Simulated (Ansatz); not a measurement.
# HCl with Si4H10O4: structure and interaction energy

The task here is to estimate one member of a computed series from the others.

Method: PBE0-D4 structure, single points in def2-TZVPPD; program: Ansatz 0.2.0, Gaussian basis.

Levels: PBE-D4, revPBE-D4, BLYP-D4, r2SCAN-D4, B97M-V, PBE0-D4, B3LYP-D4, HSE06-D4, wB97X-V, wB97M-V, B2PLYP, Hartree-Fock, MP2, CCSD, CCSD(T). The reference is CCSD(T) extrapolated to the basis limit.

Correlated methods freeze the cores. B3LYP uses VWN-RPA correlation. B2PLYP carries no dispersion term here.

6 further runs of the same task are left out: 6 set aside as unsound or not needed.

**The system as given**

The pair, from a GFN2-xTB docking trial: 20 atoms, charge 0, spin multiplicity 1.

Atoms are counted from 1 here; the program's logs count them from 0.

Bond lengths: Cl1–H2 1.287 Å, Si3–O4 1.627 Å, Si3–H11 1.465 Å, Si3–H12 1.464 Å, Si3–H13 1.459 Å, O4–Si5 1.609 Å, Si5–O6 1.607 Å, Si5–O7 1.631 Å, Si5–O9 1.601 Å, O6–H14 0.953 Å, O7–Si8 1.637 Å, Si8–H15 1.459 Å, Si8–H16 1.464 Å, Si8–H17 1.460 Å, O9–Si10 1.623 Å, Si10–H18 1.467 Å, Si10–H19 1.461 Å, Si10–H20 1.462 Å. Angles: O4–Si3–H11 109.7°, O4–Si3–H12 107.5°, O4–Si3–H13 101.5°, H11–Si3–H12 110.5°, H11–Si3–H13 113.2°, H12–Si3–H13 113.8°, Si3–O4–Si5 143.5°, O4–Si5–O6 111.9°, O4–Si5–O7 105.8°, O4–Si5–O9 111.9°, O6–Si5–O7 110.9°, O6–Si5–O9 105.9°, O7–Si5–O9 110.5°, Si5–O6–H14 119.6°, Si5–O7–Si8 137.3°, O7–Si8–H15 100.7°, O7–Si8–H16 106.9°, O7–Si8–H17 110.5° and more.

Geometry (Å):

```xyz
20
charge 0, multiplicity 1
Cl   -1.08500   -1.37970   -3.30970
H    -0.41330   -1.29620   -2.21520
Si   -2.13260    1.40790   -0.53150
O    -1.68890   -0.05850    0.01580
Si   -0.44260   -0.90720    0.57780
O    -0.90400   -2.32540    1.17580
O     0.56460   -1.11120   -0.68880
Si    2.11600   -0.74600   -1.06320
O     0.30620   -0.15000    1.77370
Si    0.98490    1.26340    2.19370
H    -1.11370    1.92130   -1.44970
H    -2.26870    2.28950    0.62960
H    -3.39800    1.10090   -1.18910
H    -1.50410   -2.87330    0.67790
H     2.38630   -1.74170   -2.09500
H     2.12090    0.63180   -1.55820
H     2.97250   -0.88530    0.11050
H     1.25290    2.07700    1.00330
H     2.21860    0.85660    2.86330
H     0.02810    1.92600    3.07900
```

Atoms 1 to 2 are fragment A (HCl), the rest fragment B (Si4H10O4).

Set-up of the first run:

Contents of pre/in.yaml:

```yaml
crystal:
  periodic: [false, false, false]
  atoms:
    - {symbol: Cl, position_ang: [-1.085000, -1.379700, -3.309700]}
    - {symbol: H, position_ang: [-0.413300, -1.296200, -2.215200]}
    - {symbol: Si, position_ang: [-2.132600, 1.407900, -0.531500]}
    - {symbol: O, position_ang: [-1.688900, -0.058500, 0.015800]}
    - {symbol: Si, position_ang: [-0.442600, -0.907200, 0.577800]}
    - {symbol: O, position_ang: [-0.904000, -2.325400, 1.175800]}
    - {symbol: O, position_ang: [0.564600, -1.111200, -0.688800]}
    - {symbol: Si, position_ang: [2.116000, -0.746000, -1.063200]}
    - {symbol: O, position_ang: [0.306200, -0.150000, 1.773700]}
    - {symbol: Si, position_ang: [0.984900, 1.263400, 2.193700]}
    - {symbol: H, position_ang: [-1.113700, 1.921300, -1.449700]}
    - {symbol: H, position_ang: [-2.268700, 2.289500, 0.629600]}
    - {symbol: H, position_ang: [-3.398000, 1.100900, -1.189100]}
    - {symbol: H, position_ang: [-1.504100, -2.873300, 0.677900]}
    - {symbol: H, position_ang: [2.386300, -1.741700, -2.095000]}
    - {symbol: H, position_ang: [2.120900, 0.631800, -1.558200]}
    - {symbol: H, position_ang: [2.972500, -0.885300, 0.110500]}
    - {symbol: H, position_ang: [1.252900, 2.077000, 1.003300]}
    - {symbol: H, position_ang: [2.218600, 0.856600, 2.863300]}
    - {symbol: H, position_ang: [0.028100, 1.926000, 3.079000]}
basis:
  gaussian: {orbitals: def2-SVP}
hamiltonian: {xc: pbe, dispersion: d4}
relax: {f_tol: 0.03, max_steps: 250}
```

The command line of these runs was not kept.

Among the steps run: A first relaxation in a small basis; Relaxation at PBE0-D4; CCSD(T)/def2-TZVPPD.

One of the session's tables, all rows but one given; the rest of the session is left out.

```
      method  interaction (meV)
      PBE-D4               -297
   revPBE-D4               -281
     BLYP-D4               -288
   r2SCAN-D4               -290
      B97M-V               -267
     PBE0-D4               -289
    B3LYP-D4               -291
    HSE06-D4               -285
     wB97X-V                  ?
     wB97M-V               -263
      B2PLYP               -170
Hartree-Fock                -28
         MP2               -243
        CCSD               -183
     CCSD(T)               -217
 CCSD(T)/CBS               -257
```

**Question.** Estimate the row for wB97X-V.

As computed: interaction (meV): -259. In the column «interaction (meV)» it lies between wB97M-V (-263) and CCSD(T)/CBS (-257).
